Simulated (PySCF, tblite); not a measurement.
# C5H14SSi: infrared bands, NMR shifts and electronic excitations in gas and solvents, part 2 of 2

tblite 0.8.0 and PySCF 2.14.0. Atoms count from 0. Earlier steps stand in the parts before.

### Step 7. NMR shieldings: WP04/pcSseg-1

Job settings and geometry (Å):

```
{"job": {"kind": "nmr", "xc": "WP04", "basis": "pcSseg-1", "pop": false}, "charge": 0, "multiplicity": 1}
C     -1.773388    -0.699230    -0.797036
C     -0.941081     0.398555    -0.141490
C     -1.655988     0.963259     1.081011
C      0.461809    -0.081741     0.242711
C      1.331406    -0.476015    -0.938231
S      2.991223    -1.104869    -0.482772
Si     3.900993     0.661538     0.312698
H     -1.904381    -1.551791    -0.109786
H     -1.312556    -1.081070    -1.720319
H     -2.775620    -0.328419    -1.061301
H     -0.822973     1.220165    -0.873482
H     -1.088149     1.790464     1.534698
H     -2.655759     1.343607     0.820563
H     -1.785397     0.185818     1.852236
H      0.965291     0.722322     0.807031
H      0.385450    -0.936830     0.937209
H      1.450893     0.363810    -1.642033
H      0.885996    -1.308578    -1.502414
H      3.401737     1.044094     1.669444
H      3.664841     1.817430    -0.608003
H      5.357302     0.355987     0.405242
```

Method: GIAO WP04/pcSseg-1 NMR shielding, non-relativistic, gas phase.

What it wrote:

```text
coarse grid: 17360 points
cycle   1  E = -898.9636642621  dE =  1.403e-01  |g| = 6.913e-01  |ddm| = 3.995e+00
cycle   2  E = -898.8928413994  dE =  7.082e-02  |g| = 8.441e-01  |ddm| = 1.485e+00
cycle   3  E = -899.0860236028  dE = -1.932e-01  |g| = 8.483e-02  |ddm| = 9.145e-01
cycle   4  E = -899.0876228738  dE = -1.599e-03  |g| = 3.590e-02  |ddm| = 1.485e-01
cycle   5  E = -899.0879402116  dE = -3.173e-04  |g| = 1.018e-02  |ddm| = 4.453e-02
cycle   6  E = -899.0879642120  dE = -2.400e-05  |g| = 2.821e-03  |ddm| = 1.055e-02
cycle   7  E = -899.0879661930  dE = -1.981e-06  |g| = 5.861e-04  |ddm| = 2.798e-03
final grid: 154920 points
cycle   8  E = -899.1494579664  dE = -6.232e-05  |g| = 8.997e-03  |ddm| = 3.530e-02
cycle   9  E = -899.1494381281  dE =  1.984e-05  |g| = 1.243e-02  |ddm| = 1.815e-02
cycle  10  E = -899.1494786740  dE = -4.055e-05  |g| = 1.100e-03  |ddm| = 1.200e-02
cycle  11  E = -899.1494789900  dE = -3.159e-07  |g| = 3.130e-04  |ddm| = 1.674e-03
cycle  12  E = -899.1494790127  dE = -2.273e-08  |g| = 8.141e-05  |ddm| = 2.907e-04
cycle  13  E = -899.1494790142  dE = -1.545e-09  |g| = 2.540e-05  |ddm| = 1.065e-04
cycle  14  E = -899.1494790144  dE = -1.496e-10  |g| = 4.692e-06  |ddm| = 2.525e-05
converged SCF energy = -899.1494790144

GIAO shielding tensors (ppm)
atom      isotropic    diamagn.    paramagn.     s11        s22        s33       span
  0 C      150.242     249.375     -99.133    136.795    143.010    170.922     34.127
  1 C      138.923     249.360    -110.437    133.348    136.029    147.393     14.045
  2 C      146.514     248.493    -101.979    127.979    139.496    172.067     44.088
  3 C      128.590     254.938    -126.347    105.928    122.123    157.720     51.793
  4 C      135.979     252.070    -116.091    113.251    138.307    156.379     43.128
  5 S      602.455    1060.646    -458.191    463.366    520.523    823.476    360.110
  6 Si     380.955     880.091    -499.136    330.553    370.754    441.560    111.008
  7 H       31.016      32.098      -1.082     28.113     28.842     36.093      7.979
  8 H       30.382      32.552      -2.170     25.289     30.475     35.384     10.095
  9 H       30.643      29.988       0.655     26.618     28.260     37.050     10.432
 10 H       30.447      35.084      -4.637     27.417     29.550     34.374      6.957
 11 H       30.577      31.746      -1.170     26.331     29.055     36.344     10.013
 12 H       30.552      29.597       0.955     26.464     28.183     37.008     10.543
 13 H       30.788      31.668      -0.881     27.797     28.891     35.675      7.879
 14 H       30.242      37.991      -7.749     24.144     31.865     34.718     10.574
 15 H       30.495      36.052      -5.557     26.638     32.181     32.667      6.029
 16 H       29.504      34.081      -4.577     23.781     30.711     34.019     10.238
 17 H       29.123      33.140      -4.017     22.163     30.036     35.170     13.007
 18 H       27.519      30.257      -2.738     23.729     26.418     32.410      8.681
 19 H       27.713      29.678      -1.965     24.737     25.665     32.738      8.001
 20 H       27.713      26.717       0.996     24.334     25.218     33.588      9.254
```

Run time: 66 s. Hardware: 1 thread of Arm Neoverse N1, shared host; peak memory 0.96 GiB.

In short: δ C3 43.9, C4 36.5, C1 33.5, C0 24.1, H18 3.92, H16 2.25 ppm (means over like atoms).

### Step 8. Nuclear shieldings: PBE0/pcSseg-1 in dichloromethane

Same as in step 7 but for these lines:

```diff
@@ -1,2 +1,2 @@
-{"job": {"kind": "nmr", "xc": "WP04", "basis": "pcSseg-1", "pop": false}, "charge": 0, "multiplicity": 1}
+{"job": {"kind": "nmr", "xc": "PBE0", "basis": "pcSseg-1", "solvent": "dichloromethane", "pop": true}, "charge": 0, "multiplicity": 1}
 C     -1.773388    -0.699230    -0.797036
```

Method: GIAO PBE0/pcSseg-1 NMR shielding, non-relativistic, IEF-PCM dichloromethane.

What it wrote:

```text
coarse grid: 17360 points
cycle   1  E = -886.0183498854  dE =  2.826e-01  |g| = 3.855e-01  |ddm| = 3.873e+00
cycle   2  E = -886.0156478119  dE =  2.702e-03  |g| = 4.103e-01  |ddm| = 7.807e-01
cycle   3  E = -886.0603692618  dE = -4.472e-02  |g| = 3.111e-02  |ddm| = 3.976e-01
cycle   4  E = -886.0605374816  dE = -1.682e-04  |g| = 1.832e-02  |ddm| = 5.539e-02
cycle   5  E = -886.0606178726  dE = -8.039e-05  |g| = 3.298e-03  |ddm| = 2.115e-02
cycle   6  E = -886.0606201476  dE = -2.275e-06  |g| = 8.098e-04  |ddm| = 3.347e-03
final grid: 154920 points
cycle   7  E = -886.1052353547  dE = -3.975e-05  |g| = 8.940e-03  |ddm| = 2.980e-02
cycle   8  E = -886.1052254502  dE =  9.905e-06  |g| = 1.084e-02  |ddm| = 1.845e-02
cycle   9  E = -886.1052559210  dE = -3.047e-05  |g| = 5.917e-04  |ddm| = 1.044e-02
cycle  10  E = -886.1052559981  dE = -7.713e-08  |g| = 2.126e-04  |ddm| = 7.446e-04
cycle  11  E = -886.1052560092  dE = -1.111e-08  |g| = 3.818e-05  |ddm| = 1.912e-04
cycle  12  E = -886.1052560095  dE = -2.919e-10  |g| = 1.560e-05  |ddm| = 4.417e-05
converged SCF energy = -886.1052560095

GIAO shielding tensors (ppm)
atom      isotropic    diamagn.    paramagn.     s11        s22        s33       span
  0 C      163.578     248.553     -84.975    148.622    156.558    185.553     36.931
  1 C      154.295     246.257     -91.961    147.687    152.527    162.672     14.986
  2 C      159.305     247.681     -88.376    139.077    151.994    186.843     47.767
  3 C      140.945     252.186    -111.240    116.434    135.070    171.332     54.898
  4 C      151.226     250.207     -98.981    128.769    154.250    170.659     41.890
  5 S      679.479    1057.010    -377.531    548.565    600.396    889.476    340.911
  6 Si     400.762     878.031    -477.269    346.318    391.034    464.933    118.616
  7 H       30.812      31.045      -0.233     27.620     28.468     36.347      8.727
  8 H       29.944      31.362      -1.418     24.342     29.954     35.536     11.194
  9 H       30.286      29.975       0.311     25.875     27.659     37.322     11.447
 10 H       30.026      33.606      -3.580     26.684     28.808     34.587      7.904
 11 H       30.193      30.694      -0.501     25.533     28.475     36.572     11.038
 12 H       30.175      29.615       0.560     25.693     27.564     37.269     11.576
 13 H       30.513      30.685      -0.172     27.269     28.485     35.786      8.518
 14 H       29.745      35.794      -6.049     23.221     31.439     34.574     11.352
 15 H       30.341      34.218      -3.877     26.299     31.948     32.776      6.477
 16 H       29.051      32.559      -3.508     22.828     30.296     34.029     11.201
 17 H       28.488      31.702      -3.213     20.909     29.492     35.065     14.156
 18 H       26.539      28.721      -2.182     22.465     25.428     31.724      9.259
 19 H       26.735      28.288      -1.554     23.540     24.574     32.090      8.550
 20 H       26.701      26.681       0.020     23.155     24.135     32.813      9.658
```

Wall time 72 s (1 thread of Arm Neoverse N1, shared host); peak memory 1.1 GiB.

This run: δ C3 44.4, C4 34.1, C1 31.0, C0 23.9, H18 4.58, H16 2.47 ppm (means over like atoms).

### Step 9. Nuclear shieldings: PBE0/pcSseg-1 in tetrahydrofuran

Same as in step 8 but for these lines:

```diff
@@ -1,2 +1,2 @@
-{"job": {"kind": "nmr", "xc": "PBE0", "basis": "pcSseg-1", "solvent": "dichloromethane", "pop": true}, "charge": 0, "multiplicity": 1}
+{"job": {"kind": "nmr", "xc": "PBE0", "basis": "pcSseg-1", "solvent": "tetrahydrofuran", "pop": false}, "charge": 0, "multiplicity": 1}
 C     -1.773388    -0.699230    -0.797036
```

Level: GIAO PBE0/pcSseg-1 NMR shielding, non-relativistic, IEF-PCM tetrahydrofuran.

What it wrote:

```text
coarse grid: 17360 points
cycle   1  E = -886.0181311268  dE =  2.828e-01  |g| = 3.858e-01  |ddm| = 3.873e+00
cycle   2  E = -886.0153207172  dE =  2.810e-03  |g| = 4.110e-01  |ddm| = 7.823e-01
cycle   3  E = -886.0602168983  dE = -4.490e-02  |g| = 3.123e-02  |ddm| = 3.992e-01
cycle   4  E = -886.0603863666  dE = -1.695e-04  |g| = 1.837e-02  |ddm| = 5.574e-02
cycle   5  E = -886.0604672822  dE = -8.092e-05  |g| = 3.334e-03  |ddm| = 2.129e-02
cycle   6  E = -886.0604696092  dE = -2.327e-06  |g| = 8.191e-04  |ddm| = 3.385e-03
final grid: 154920 points
cycle   7  E = -886.1050859835  dE = -3.975e-05  |g| = 8.932e-03  |ddm| = 2.980e-02
cycle   8  E = -886.1050760126  dE =  9.971e-06  |g| = 1.084e-02  |ddm| = 1.845e-02
cycle   9  E = -886.1051065118  dE = -3.050e-05  |g| = 5.957e-04  |ddm| = 1.047e-02
cycle  10  E = -886.1051065902  dE = -7.841e-08  |g| = 2.133e-04  |ddm| = 7.536e-04
cycle  11  E = -886.1051066014  dE = -1.117e-08  |g| = 3.844e-05  |ddm| = 1.922e-04
cycle  12  E = -886.1051066016  dE = -2.917e-10  |g| = 1.576e-05  |ddm| = 4.448e-05
converged SCF energy = -886.1051066016

GIAO shielding tensors (ppm)
atom      isotropic    diamagn.    paramagn.     s11        s22        s33       span
  0 C      163.553     248.538     -84.985    148.601    156.537    185.521     36.920
  1 C      154.281     246.277     -91.995    147.660    152.540    162.644     14.984
  2 C      159.277     247.664     -88.386    139.051    151.972    186.809     47.758
  3 C      140.930     252.179    -111.249    116.457    135.040    171.295     54.838
  4 C      151.210     250.193     -98.983    128.783    154.248    170.599     41.816
  5 S      679.026    1056.987    -377.961    547.896    600.082    889.101    341.206
  6 Si     400.763     878.036    -477.272    346.297    390.995    464.998    118.700
  7 H       30.811      31.041      -0.230     27.620     28.466     36.347      8.727
  8 H       29.947      31.363      -1.415     24.347     29.958     35.538     11.191
  9 H       30.285      29.973       0.312     25.876     27.660     37.321     11.445
 10 H       30.032      33.612      -3.580     26.692     28.815     34.590      7.898
 11 H       30.195      30.693      -0.498     25.537     28.477     36.572     11.036
 12 H       30.176      29.614       0.562     25.695     27.565     37.269     11.574
 13 H       30.512      30.682      -0.169     27.268     28.483     35.786      8.517
 14 H       29.750      35.798      -6.048     23.228     31.442     34.580     11.352
 15 H       30.338      34.213      -3.875     26.296     31.943     32.774      6.478
 16 H       29.060      32.564      -3.504     22.840     30.307     34.033     11.192
 17 H       28.495      31.705      -3.210     20.920     29.500     35.066     14.147
 18 H       26.541      28.727      -2.187     22.468     25.429     31.725      9.257
 19 H       26.739      28.297      -1.558     23.547     24.576     32.093      8.546
 20 H       26.700      26.683       0.017     23.156     24.134     32.812      9.656
```

It took 65 s on 1 thread of Arm Neoverse N1, shared host; peak memory 1.1 GiB.

In short: δ C3 44.4, C4 34.1, C1 31.0, C0 23.9, H18 4.58, H16 2.47 ppm (means over like atoms).

### Step 10. Excited states and response: B3LYP/def2-SVPD in dichloromethane

Same as in step 9 but for these lines:

```diff
@@ -1,2 +1,2 @@
-{"job": {"kind": "nmr", "xc": "PBE0", "basis": "pcSseg-1", "solvent": "tetrahydrofuran", "pop": false}, "charge": 0, "multiplicity": 1}
+{"job": {"kind": "uv", "xc": "B3LYP", "basis": "def2-SVPD", "solvent": "dichloromethane", "nstates": 6, "ntriplets": 0}, "charge": 0, "multiplicity": 1}
 C     -1.773388    -0.699230    -0.797036
```

With the program's defaults for keys left out, this is: TDDFT B3LYP/def2-SVPD, vertical, IEF-PCM dichloromethane (non-equilibrium linear response), core orbitals frozen in the response.

What it wrote:

```text
coarse grid: 17360 points
cycle   1  E = -886.2054826204  dE =  1.933e-01  |g| = 4.266e-01  |ddm| = 6.962e+00
cycle   2  E = -886.1888873582  dE =  1.660e-02  |g| = 4.972e-01  |ddm| = 1.717e+00
cycle   3  E = -886.2582505360  dE = -6.936e-02  |g| = 3.951e-02  |ddm| = 8.689e-01
cycle   4  E = -886.2585441546  dE = -2.936e-04  |g| = 2.319e-02  |ddm| = 1.340e-01
cycle   5  E = -886.2586840457  dE = -1.399e-04  |g| = 4.487e-03  |ddm| = 4.545e-02
cycle   6  E = -886.2586889659  dE = -4.920e-06  |g| = 1.105e-03  |ddm| = 1.070e-02
final grid: 154920 points
cycle   7  E = -886.3710805890  dE = -5.474e-05  |g| = 5.154e-03  |ddm| = 1.909e-01
cycle   8  E = -886.3710765163  dE =  4.073e-06  |g| = 6.463e-03  |ddm| = 2.158e-02
cycle   9  E = -886.3710878020  dE = -1.129e-05  |g| = 3.363e-04  |ddm| = 1.078e-02
cycle  10  E = -886.3710878263  dE = -2.433e-08  |g| = 1.820e-04  |ddm| = 1.111e-03
cycle  11  E = -886.3710878348  dE = -8.415e-09  |g| = 3.434e-05  |ddm| = 3.659e-04
cycle  12  E = -886.3710878350  dE = -2.717e-10  |g| = 1.187e-05  |ddm| = 9.499e-05
converged SCF energy = -886.3710878350

Static polarisability (au): isotropic 149.512, principal 132.659 148.009 167.868

Singlet excitations
state   eV       nm        f      main configurations
  1   5.5137    224.9   0.01401   H->L 0.92
  2   5.8893    210.5   0.01530   H->L+1 0.90
  3   6.2988    196.8   0.00516   H->L+2 0.94
  4   6.7492    183.7   0.00290   H->L+3 0.44, H->L+6 0.24, H->L+5 0.21
  5   6.9032    179.6   0.01146   H->L+5 0.66, H->L+6 0.09
  6   6.9141    179.3   0.02644   H->L+4 0.73, H->L+6 0.19
```

It took 1.7 min on 1 thread of Arm Neoverse N1, shared host; peak memory 1.2 GiB.

Key values: HOMO -6.72 eV, LUMO -0.07 eV; lowest singlet 5.51 eV.

### Step 11. Run by run: NMR shifts

Shifts (ppm) of some atoms, chosen among heavy atoms and hydrogens apart, means over like atoms, with basis size and wall time:

| run | C3 | C4 | C1 | H18 | H16 | S5 | Si6 | functions | time |
| --- | --- | --- | --- | --- | --- | --- | --- | --- | --- |
| PBE0/pcSseg-1 | 43.9 | 33.6 | 30.4 | 4.58 | 2.32 | -173 | -48.9 | 203 | 68 s |
| WP04/pcSseg-1 | 43.9 | 36.5 | 33.5 | 3.92 | 2.25 | -140 | -42.3 | 203 | 66 s |
| PBE0/pcSseg-1 in dichloromethane | 44.4 | 34.1 | 31.0 | 4.58 | 2.47 | -184 | -48.9 | 203 | 72 s |
| PBE0/pcSseg-1 in tetrahydrofuran | 44.4 | 34.1 | 31.0 | 4.58 | 2.47 | -184 | -48.9 | 203 | 65 s |

The continuum's effect on the ground state:

| solvent | ε | polarisation energy (Eh) | μ (D) |
| --- | --- | --- | --- |
| tetrahydrofuran | 7.43 | -0.0040 | 2.38 |
| dichloromethane | 8.93 | -0.0042 | 2.40 |

### Step 12. Comparing the runs: electronic excitations

Excitations and ground-state properties, with basis size and wall time:

```csv
run,lowest singlet (eV),brightest (eV),f,gap (eV),α (Å³),μ (D),functions,time
B3LYP/def2-SVPD,5.41,7.51,0.072,6.53,16.84,1.83,263,4.2 min
B3LYP/def2-SVPD in dichloromethane,5.51,6.91,0.026,6.65,22.16,2.38,263,1.7 min
```

### Step 13. Outcome

The summary covers parts 1 to 2.

| quantity | value |
| --- | --- |
| strongest single infrared mode (GFN2-xTB) | 783 cm⁻¹, 346 km/mol |
| zero-point energy (GFN2-xTB) | 109.8 kcal/mol |
| point group | C1 |
| rotational constants (main isotopes) | 3.32, 0.73, 0.63 GHz |
| ¹³C shifts against TMS (PBE0/pcSseg-1, means over atoms taken as alike) | 43.9, 33.6, 30.4, 23.6 ppm |
| ¹H shifts against TMS (PBE0/pcSseg-1, means over atoms taken as alike) | 4.58, 2.32, 1.19, 1.13, 0.92 ppm |
| ³³S shifts against CS2 (PBE0/pcSseg-1) | -173 ppm |
| ²⁹Si shifts against TMS (PBE0/pcSseg-1) | -48.9 ppm |
| lowest singlet (B3LYP/def2-SVPD) | 5.41 eV (229 nm), f = 0.009 |
| brightest single state of those computed | state 10, 7.51 eV, f = 0.072 |
| lowest triplet | 5.10 eV |
| vertical ionisation energy (ΔSCF) | 8.83 eV |
| range of the shift of S5 (PBE0/pcSseg-1 runs) | -184 to -173 ppm |
| range of the lowest singlet | 5.41 to 5.51 eV |

Relaxing lowered the energy by 0.659 eV in 90 steps; the close pair that moved most is Si6–H18, from 1.502 to 1.460 Å (GFN2-xTB). All 57 modes are real, so the xTB geometry is a minimum. The strongest single mode, at 783 cm⁻¹, is carried by H19, H18, H20. GFN2-xTB is a fitted tight-binding method: band positions and strengths are rough. Its intensities can rank the bands wrongly. The optimisation took 6 steps and gained 0.277 eV; among the close pairs (by a distance rule), Si6–H20 changed most, from 1.425 to 1.491 Å (PBE0/def2-SVP). At PBE0/pcSseg-1: The largest span, 349 ppm, is at S5, where the paramagnetic term is -388 ppm. The lowest singlet, at 5.41 eV, is HOMO→LUMO 0.94 and is weak; of the 10 states computed, the strongest absorption comes from state 10 at 7.51 eV (the last computed, so partners may be missing). The lowest triplet lies 0.31 eV below the lowest singlet (triplets in Tamm-Dancoff, singlets in full TDDFT). The orbital energy would give 6.65 eV for ionisation, ΔSCF gives 8.83 eV. At one level, PBE0/pcSseg-1: Across the 3 runs the shift of S5 moves most, between -184 (PBE0/pcSseg-1 in dichloromethane) and -173 ppm (PBE0/pcSseg-1). The continuum holds electrostatics alone: no hydrogen bonds to the solvent, and the gas-phase geometry is kept. The lowest singlet runs from 5.41 eV (B3LYP/def2-SVPD) to 5.51 eV (B3LYP/def2-SVPD in dichloromethane), while the orbital gap spans 6.53 to 6.65 eV. The lowest state need not be the same one in every run. The runs solved for a few states only, so the brightest column depends on that window.
